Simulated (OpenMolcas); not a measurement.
**NaI (Sodium Iodide) at CCSD(T)/def2-TZVP (core potential)**

Aim: the vertical ionisation energy of NaI (Sodium Iodide) at CCSD(T)/def2-TZVP (core potential), from 2 runs. 

The calculation is run with OpenMolcas 26.06.

### Step 1. The system as given

NaI has 2 atoms, charge 0, and is taken as a singlet. SMILES: `[Na][I]`. The coordinates come from a PBE0-D4/def2-TZVP relaxation.

Bond lengths: Na1–I2 2.715 Å.

### Step 2. A single-point energy at CCSD(T)/def2-TZVP (core potential)

File job.inp:

```
* INa CCSD(T)
>>> EXPORT MOLCAS_PRINT=2
&GATEWAY
BasLib=$CurrDir
Coord
2
angstrom
Na       0.000000       0.000000       0.044310
I        0.000000       0.000000       2.758810
Basis=def2-TZVP
Group=NoSym
&SEWARD
&SCF
PrOrbitals=0
&RASSCF
FileOrb=$Project.ScfOrb
Spin=1
Nactel=0 0 0
Inactive=18
Ras2=0
OutOrbitals=Canonical
OrbListing=Nothing
&MOTRA
JobIph
Frozen=5
&CCSDT
CCT
Triples=2
Iterations=50
Extrapolation=5 4
```

The basis set def2-TZVP is read from a file made from the Basis Set Exchange's data (not shown).

On the command line:

```console
$ export MOLCAS_MEM=1860
$ pymolcas job.inp > job.log
```

Standard output:

```text
--- Start Module: gateway ---

                                              &GATEWAY

                       available to each process: 1.9 GB of memory, 1 thread

 Basis Set     1 Label: NA.DEF2-TZVP
 Basis set is read from library:.
 basistype.tbl is not found

 Basis Set     2 Label: I.DEF2-TZVP
 Basis set is read from library:.
 basistype.tbl is not found

++    Symmetry information:
      ---------------------

                    Character Table for C1

                             E
                    a        1  x, y, xy, Rz, z, xz, Ry, yz, Rx, I
--

++    Basis set information:
      ----------------------

      Basis set label: NA.DEF2-TZVP.........

      Electronic valence basis set:
      ------------------
      Associated Effective Charge  11.000000 au
      Associated Actual Charge     11.000000 au
      Nuclear Model: Point charge

      Shell  nPrim  nBasis  Cartesian Spherical Contaminant
         s      14       5        X
         p       8       4        X
         d       3       3                 X

      Basis set label: I.DEF2-TZVP....ECP.....

      Electronic valence basis set:
      ------------------
      Associated Effective Charge  25.000000 au
      Associated Actual Charge     53.000000 au
      Nuclear Model: Point charge

      Shell  nPrim  nBasis  Cartesian Spherical Contaminant
         s      11       6        X
         p      10       5        X
         d       8       3                 X
         f       2       2                 X

      Pseudo Potential specification:
      =======================================

      Number of Core Electrons:  28

      Potential  nTerms
           H       4
         s-H       7
         p-H       8
         d-H      10

      Effective Core Potential specification:
      =======================================
--

++    Molecular structure info:
      -------------------------

                    ************************************************
                    **** Cartesian Coordinates / bohr, angstrom ****
                    ************************************************

     Center  Label                x              y              z                     x              y              z
        1      NA1              0.000000       0.000000       0.083734              0.000000       0.000000       0.044310
        2      I2               0.000000       0.000000       5.213395              0.000000       0.000000       2.758810
--

            Nuclear Potential Energy             53.60977451 au

--- Stop Module: gateway /rc=_RC_ALL_IS_WELL_ ---

--- Start Module: seward ---

                                              &SEWARD

                       available to each process: 1.9 GB of memory, 1 thread

               SEWARD will generate:
                  Multipole Moment integrals up to order  2
                  Kinetic Energy integrals
                  Nuclear Attraction integrals (point charge)
                  One-Electron Hamiltonian integrals modified with ECP contributions
                  Velocity integrals
                  Pseudo Potential integrals
                  Orbital angular momentum around (  0.0000   0.0000   4.4266 )
                  Velocity quadrupole around (  0.0000   0.0000   4.4266 )
                  Two-Electron Repulsion integrals

                   Integrals are discarded if absolute value <: 1.00E-14
                   Integral cutoff threshold is set to       <: 1.00E-16

            Nuclear Potential Energy             53.60977451 au

      Basis set specifications :
      Symmetry species         a
      Basis functions           82

--- Stop Module: seward /rc=_RC_ALL_IS_WELL_ ---
--- Module seward spent 1 second ---

--- Start Module: scf ---

                                                &SCF

                       available to each process: 1.9 GB of memory, 1 thread

++    Input section:
      --------------

      Header of the integral files:

      Cartesian coordinates in angstrom:
      -----------------------------------------------------
      No.  Label        X            Y            Z
      -----------------------------------------------------
       1   NA1        0.00000000   0.00000000   0.04431000
       2   I2         0.00000000   0.00000000   2.75881000
      -----------------------------------------------------
      Nuclear repulsion energy =   53.60977451
--

++    Orbital specifications:
      -----------------------

      Symmetry species               1
                                     a
      Frozen orbitals                0
      Occupied orbitals             18
      Secondary orbitals            64
      Deleted orbitals               0
      Total number of orbitals      82
      Number of basis functions     82
--

      Molecular charge                           0.000

++    Optimization specifications:
      ----------------------------

      SCF Algorithm: Conventional
      Minimized density differences are used
      Number of density matrices in core                 5
      Maximum number of NDDO SCF iterations            400
      Maximum number of HF SCF iterations              400
      Threshold for SCF energy change             1.00E-09
      Threshold for density matrix                1.00E-04
      Threshold for Fock matrix                   1.50E-04
[... 12 lines left out ...]
++ Convergence information
                                   SCF        iterations: Energy and convergence statistics
[... 14 lines left out ...]
       Convergence after  10 Iterations
[... 3 lines left out ...]
 *                                             SCF/KS-DFT Program, Final results                                             *
 *                                                       Final Results                                                       *
[... 36 lines left out ...]
      Dipole Moment (debye):
[... 32 lines left out ...]
      Nuclear repulsion energy =   53.60977451
[... 68 lines left out ...]
                                         RASSCF iterations: Energy and convergence statistics
[... 8 lines left out ...]
      Convergence after  4 iterations
[... 2 lines left out ...]
      Natural orbitals and occupation numbers for root  1
[... 2 lines left out ...]
      *                                                    Final results                                                     *
[... 2 lines left out ...]
++    Final optimization conditions:
[... 3 lines left out ...]
      RASSCF energy for state  1                   -458.59918045
[... 9 lines left out ...]
      Final state energy(ies):
[... 2 lines left out ...]
::    RASSCF root number  1 Total energy:   -458.59918045
      Von Neumann Entropy (Root   1) = -0.00000
[... 28 lines left out ...]
      Dipole Moment (debye):
[... 12 lines left out ...]
      Natural orbitals for root   1 are written to the RASORB.1 file
      Spin density orbitals for root   1 are written to the SPDORB.1 file
[... 10 lines left out ...]
      *** WARNING: Default frozen orbitals is overwritten by user input.
[... 14 lines left out ...]
      Nuclear repulsion energy =   53.60977451
[... 31 lines left out ...]
      Symmetry species                           1
      Frozen orbitals                            5
      Deleted orbitals                           0

      Wave function specifications from previous RASSCF:
      --------------------------------------------------

      Number of closed shell electrons          36
      Number of electrons in active shells       0
      Max number of holes in RAS1 space          0
      Max number of electrons in RAS3 space      0
      Number of inactive orbitals               18
      Number of active orbitals                  0
      Number of secondary orbitals              64
      Spin quantum number                      0.0
      State symmetry                             1
      Number of configuration state fnc.         1
      Number of root(s) available                1
      CI root used                               1
      This is a closed shell RHF reference function

      Orbital specifications from previous RASSCF:
      --------------------------------------------

      Symmetry species                           1
      Frozen orbitals                            0
      Inactive orbitals                         18
      Active orbitals                            0
      Secondary orbitals                        64
      Deleted orbitals                           0
      Number of basis functions                 82

      SCF energy:   -458.59918045
      -----------

      Required WRK size-sum :              2670732

      Wave function specifications:
      -----------------------------

      Spin mutiplicity                           1
      State symmetry                             1

      Orbital specifications:
      -----------------------

      Symmetry species                           1
      Total no. of orbitals                     77
      No. of occupied orbitals with alpha spin  13
      No. of occupied orbitals with beta spin   13
      No. of virtual orbitals with alpha spin   64
      No. of virtual orbitals with beta spin    64

      Methods and options:
      --------------------

      Max no. of iterations                  50
      Type of denominators                  diagonal Fock matrix elements
      energy convergence criterium                0.00000010000000

 DIIS EXTRAPOLATION USED     : YES
 FIRST ITERATION OF EXT.     :  5
 EXTRAPOLATION CYCLE         :  4

 SPIN ADAPTATION             : NONE
 RST. INF. WILL BE SAVED IN  : RSTART
 PREFERENCE MATRIX MULT.     : NORMAL
 DENOMINATOR SHIFT FOR OCC.  :      0.00000
 DENOMINATOR SHIFT FOR VIRT. :      0.00000
 LEVEL OF OUTPUT PRINTING    : MINIMAL
 INPUT/OUTPUT HANDLING       : Standard SQ
 MATRIX OPERATIONS           : ESSL

  nProcs, myRank                    1                    0
  Basic Work space requirements    :              4519337
  Max Size            232498275
  Final Work space requirements    :              5207101
  Allocation of work space   : Done

      Iteration       Total enegy      Corr. energy      Difference
          1         -459.26404902      -0.66486857      -0.66486857
          2         -459.22878942      -0.62960898       0.03525960
          3         -459.24148636      -0.64230591      -0.01269693
[... 6 lines of this table left out ...]
         10         -459.24129842      -0.64211797      -0.00000007
      Convergence after                    11  Iterations

      Total energy (diff) :    -459.24129842      -0.00000007
      Correlation energy  :        -0.6421179742489
      Reference energy    :      -458.5991804480732
      E1aa   contribution :       0.00000000
      E1bb   contribution :       0.00000000
      E2aaaa contribution :      -0.10322189
      E2bbbb contribution :      -0.10322189
      E2abab contribution :      -0.43567419

 Five largest amplitudes of :T1aa
  SYMA   SYMB   SYMI   SYMJ     A      B      I      J     VALUE
    1      0      1      0      1      0     11      0    -0.0105157278
    1      0      1      0     22      0     10      0     0.0097085599
    1      0      1      0      5      0     11      0    -0.0092893118
    1      0      1      0     18      0     10      0    -0.0070779566
    1      0      1      0     11      0     10      0    -0.0067923987
 Euclidian norm is :     0.0308452262

 Five largest amplitudes of :T1bb
  SYMA   SYMB   SYMI   SYMJ     A      B      I      J     VALUE
    1      0      1      0      1      0     11      0    -0.0105157278
    1      0      1      0     22      0     10      0     0.0097085599
    1      0      1      0      5      0     11      0    -0.0092893118
    1      0      1      0     18      0     10      0    -0.0070779566
    1      0      1      0     11      0     10      0    -0.0067923987
 Euclidian norm is :     0.0308452262

 Five largest amplitudes of :T2aaaa
  SYMA   SYMB   SYMI   SYMJ     A      B      I      J     VALUE
    1      1      1      1     17     16     13     12     0.0291274437
    1      1      1      1     47     46      6      5    -0.0159729422
    1      1      1      1     36     35      9      8    -0.0153243634
    1      1      1      1     19     12     13     11    -0.0140236605
    1      1      1      1     19     13     12     11     0.0140236605
 Euclidian norm is :     0.1317351040

 Five largest amplitudes of :T2bbbb
  SYMA   SYMB   SYMI   SYMJ     A      B      I      J     VALUE
    1      1      1      1     17     16     13     12     0.0291274437
    1      1      1      1     47     46      6      5    -0.0159729422
    1      1      1      1     36     35      9      8    -0.0153243634
    1      1      1      1     19     12     13     11    -0.0140236605
    1      1      1      1     19     13     12     11     0.0140236605
 Euclidian norm is :     0.1317351040

 Five largest amplitudes of :T2abab
  SYMA   SYMB   SYMI   SYMJ     A      B      I      J     VALUE
    1      1      1      1     16     16     12     12    -0.0335033335
    1      1      1      1     16     16     13     13    -0.0335033335
    1      1      1      1     17     17     13     13    -0.0335033335
    1      1      1      1     17     17     12     12    -0.0335033335
    1      1      1      1     19     19     11     11    -0.0267512216
 Euclidian norm is :     0.3202816319

      Happy Landing!

  **********************************
   Triples Contribution Calculation
  **********************************

 NORB  77
 NOA   13
 NOB   13
 NVA   64
 NVB   64

 NUMBER OF IRREPS             :  1
 MULTIPLICITY                 :  1
 OVERALL SYMMETRY STATE       :  1
 METHOD                       : CCSD+T(CCSD)+<T3(1)WT1> = CCSD(T)
 TYPE OF DENOMINATOR          : DIAGONAL
 SPIN ADAPTATION             : NONE
 CCSD RESULTS LOAD FROM FILE : RSTART
 PREFERENCE MATRIX MULT.     : NORMAL
 DENOMINATOR SHIFT FOR OCC.  :  0.00000E+00
 DENOMINATOR SHIFT FOR VIRT. :  0.00000E+00
 LEVEL OF OUTPUT PRINTING    : MINIMAL
 INPUT/OUTPUT HANDLING       : Standard SQ
 MATRIX HANDLING             : ESSL
 IJ CYCLE SEGMENTED          : NO

  Work space requirements :              3642494
  Allocation of work space : Done
       CCSD     =      -459.2412984223221
       T3 corr. =        -0.0116670653443
       CCSD + T3=      -459.2529654876663
  T3 energy decomposition into spin parts
  Eaaa =  -4.4071091877926635E-004
  Eaab =  -5.3928217533521930E-003
  Eabb =  -5.3928217533521791E-003
  Ebbb =  -4.4071091877926640E-004

      Happy Landing!

--- Stop Module: ccsdt /rc=_RC_ALL_IS_WELL_ ---
--- Module ccsdt spent 49 seconds ---

.##################.
.# Happy landing! #.
.##################.

    Timing: Wall=54.43 User=51.95 System=2.45
```

Wall time 55 s (1 thread of Arm Neoverse V2, shared host); peak memory 0.46 GiB.

(Part 1 of 2 ends here.)
